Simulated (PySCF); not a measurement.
# Ta₃S⁺: structure of the singlet

The task is one start of a wider search on Ta₃S⁺: the singlet, from a trigonal pyramidal start. It is relaxed, tested by its Hessian and followed downhill if it is a saddle.

Program: PySCF 2.14.0. Level of theory: PBE0, basis S def2-TZVP, Ta def2-TZVP with ECP60, scalar-relativistic core potentials, no spin–orbit coupling, density fitting. These are calculated values, not measurements.

### Step 1. The starting structure

4 atoms, charge 1, spin multiplicity 1.

Bond lengths: S1–Ta2 2.440 Å, S1–Ta3 2.440 Å, S1–Ta4 2.440 Å. Angles: Ta2–S1–Ta3 99.8°, Ta2–S1–Ta4 99.8°, Ta3–S1–Ta4 99.8°.

Z-matrix (Å, degrees; charge 1 multiplicity 1):
```
S
Ta 1 2.4402
Ta 1 2.4402 2 99.75
Ta 1 2.4402 2 99.75 3 -101.77
```

### Step 2. Relaxing the singlet from the trigonal pyramidal start

One driver script runs all steps and calls PySCF; scf.py shows how it sets up the SCF of each step. The optimiser is the driver's own. Before each start the driver seeks the lowest SCF state from one or more starting densities and follows internal instabilities, so scf.py alone need not reach the same state.

The program finds C3v symmetry in the start, which this walk keeps. The walk stops when the largest gradient is under 0.0003 Eh/bohr and the energy has settled too.

Contents of scf.py:

```python
from pyscf import gto, scf, dft
mol = gto.M(atom='''
S     -0.000000    -0.000000    -1.081880
Ta     2.154578     0.000019     0.063720
Ta    -1.077306     1.865910     0.063720
Ta    -1.077272    -1.865929     0.063720''',
    basis={'S': 'def2-TZVP', 'Ta': 'def2-TZVP'},
    ecp={'Ta': 'def2-TZVP'},
    charge=1, spin=0)
mf = dft.RKS(mol, xc='PBE0')
mf.grids.atom_grid = (50, 194)
aux = {'S': 'def2-universal-JKFIT', 'Ta': 'def2-universal-JKFIT'}
mf = mf.density_fit(auxbasis=aux)
mf.kernel()
```

Steps of the walk:

```csv
step,energy (Eh),change (kJ/mol),largest symmetric gradient (Eh/bohr)
0,-568.402589,0.00,0.07192
1,-568.440583,-99.75,0.06777
2,-568.527056,-326.79,0.11585
3,-568.623293,-579.46,0.24813
4,-568.674130,-712.93,0.14224
5,-568.714801,-819.71,0.04309
6,-568.721419,-837.09,0.01205
7,-568.722017,-838.66,0.00210
8,-568.722029,-838.69,0.00016
9,-568.722029,-838.69,0.00001
```

The walk took 1.9 min on 8 threads, shared host.

After 9 steps and 838.7 kJ/mol it ends at C3v: S–Ta 2.364 Å (×3), Ta–Ta 2.513 Å (×3); S–Ta–Ta 57.9° (×6), Ta–S–Ta 64.2° (×3), Ta–Ta–Ta 60.0° (×3).

### Step 3. Vibrations and properties at this point

The point is checked on the finer grid, and tightened if its gradient asks for it. The Hessian and the dipole derivatives come from central differences of analytic gradients, with steps of 0.01 bohr.

scf.py, as its differences from that of step 2:

```diff
@@ -3,4 +3,4 @@
-S     -0.000000    -0.000000    -1.081880
-Ta     2.154578     0.000019     0.063720
-Ta    -1.077306     1.865910     0.063720
-Ta    -1.077272    -1.865929     0.063720''',
+S     -0.000000    -0.000000    -1.763016
+Ta     1.450946     0.000013     0.103837
+Ta    -0.725484     1.256550     0.103837
+Ta    -0.725462    -1.256563     0.103837''',
@@ -11 +11 @@
-mf.grids.atom_grid = (50, 194)
+mf.grids.atom_grid = (75, 302)
```

The driver hands on the density of the step before, so the log starts near convergence.

SCF at the final geometry:

```text
init E= -568.722245884868
  HOMO = -0.330350926228431  LUMO = -0.284694855035664  gap/eV = 1.24236
cycle= 1 E= -568.722245630762  delta_E= 2.54e-07  |g|= 0.001  |ddm|= 0.000834
  HOMO = -0.330302727093803  LUMO = -0.284695283435547  gap/eV = 1.24104
cycle= 2 E= -568.722234434039  delta_E= 1.12e-05  |g|= 0.0066  |ddm|= 0.00535
  HOMO = -0.330358620627277  LUMO = -0.284695037329266  gap/eV = 1.24257
cycle= 3 E= -568.722245897877  delta_E= -1.15e-05  |g|= 2.94e-05  |ddm|= 0.00467
  HOMO = -0.330359673215566  LUMO = -0.284695535919217  gap/eV = 1.24258
cycle= 4 E= -568.722245891886  delta_E= 5.99e-09  |g|= 4.06e-05  |ddm|= 0.000302
  HOMO = -0.330359601523309  LUMO = -0.284695467514475  gap/eV = 1.24258
cycle= 5 E= -568.722245885236  delta_E= 6.65e-09  |g|= 3.53e-05  |ddm|= 0.000553
  HOMO = -0.33035863645822  LUMO = -0.284694842630831  gap/eV = 1.24258
cycle= 6 E= -568.722245883996  delta_E= 1.24e-09  |g|= 6.19e-06  |ddm|= 0.00034
  HOMO = -0.330358535288903  LUMO = -0.284694908842929  gap/eV = 1.24257
cycle= 7 E= -568.722245883902  delta_E= 9.44e-11  |g|= 2.49e-06  |ddm|= 0.000102
  HOMO = -0.330358601923881  LUMO = -0.284694973291713  gap/eV = 1.24257
Extra cycle  E= -568.72224588386  delta_E= 4.17e-11  |g|= 1.36e-05  |ddm|= 1.19e-05
converged SCF energy = -568.72224588386
```

The whole step took 1.8 min.

Geometry: C3v; S–Ta 2.364 Å (×3), Ta–Ta 2.513 Å (×3); S–Ta–Ta 57.9° (×6), Ta–S–Ta 64.2° (×3), Ta–Ta–Ta 60.0° (×3).

Modes, for the most abundant isotopes:

```
symmetry  ω (cm⁻¹)  IR (km/mol)
       e       196          0.0
      a1       255          0.7
       e       269          2.9
      a1       452          5.6
```

All wavenumbers are real: a minimum.

Properties at this point:

```
Dipole moment about the centre of mass                          : 1.06 D
Highest occupied level                                          : -8.99 eV
Lowest empty level                                              : -7.75 eV
Rotational constants                                            : 0.02491, 0.02491, 0.01475 cm⁻¹
Zero-point energy                                               : 9.8 kJ/mol
Principal polarisabilities                                      : 128.5, 150.7, 150.7 bohr³
Principal traceless quadrupole moments about the centre of mass : -19.07, 9.54, 9.54 D Å
Entropy at 298.15 K and 1 bar                                   : 352.9 J/(mol K)
Heat capacity Cp at 298.15 K                                    : 76.2 J/(mol K)
Enthalpy at 298.15 K above 0 K                                  : 17.26 kJ/mol
Rotational symmetry number                                      : 3
```

Charges (e) and bond orders:

| atom | Mulliken | Löwdin | polar tensor | Mayer order to S1 |
| --- | --- | --- | --- | --- |
| S1 | -0.30 | 0.38 | -0.23 | – |
| Ta2,3,4 | 0.43 | 0.21 | 0.41 | 0.97 |

Mulliken populations on S1: s 5.87, p 10.21, d 0.20, f 0.01.

### Step 4. Results

| quantity | value |
| --- | --- |
| minimum | singlet, C3v |
| geometry | S–Ta 2.364 Å (×3), Ta–Ta 2.513 Å (×3); S–Ta–Ta 57.9° (×6), Ta–S–Ta 64.2° (×3), Ta–Ta–Ta 60.0° (×3) |
| wavenumbers (cm⁻¹) | 196 (e), 255 (a1), 269 (e), 452 (a1) |
| dipole moment (centre of mass) | 1.06 D |
| highest occupied, lowest empty level | -8.99, -7.75 eV |
| polar-tensor charge of S1 | -0.23 e |
| zero-point energy | 9.8 kJ/mol |
| entropy at 298.15 K | 352.9 J/(mol K) |

The trigonal pyramidal start keeps its C3v symmetry and ends in a minimum. In the infrared the band at 452 cm⁻¹ (a1) leads. Only this shape and spin were tried, so other structures or states may lie lower. Whether spin polarisation would lower the closed shell was not checked. The small gap makes a closed-shell description doubtful. With an element this heavy the missing spin–orbit coupling can shift these numbers.

The search up to here took 4.4 min.
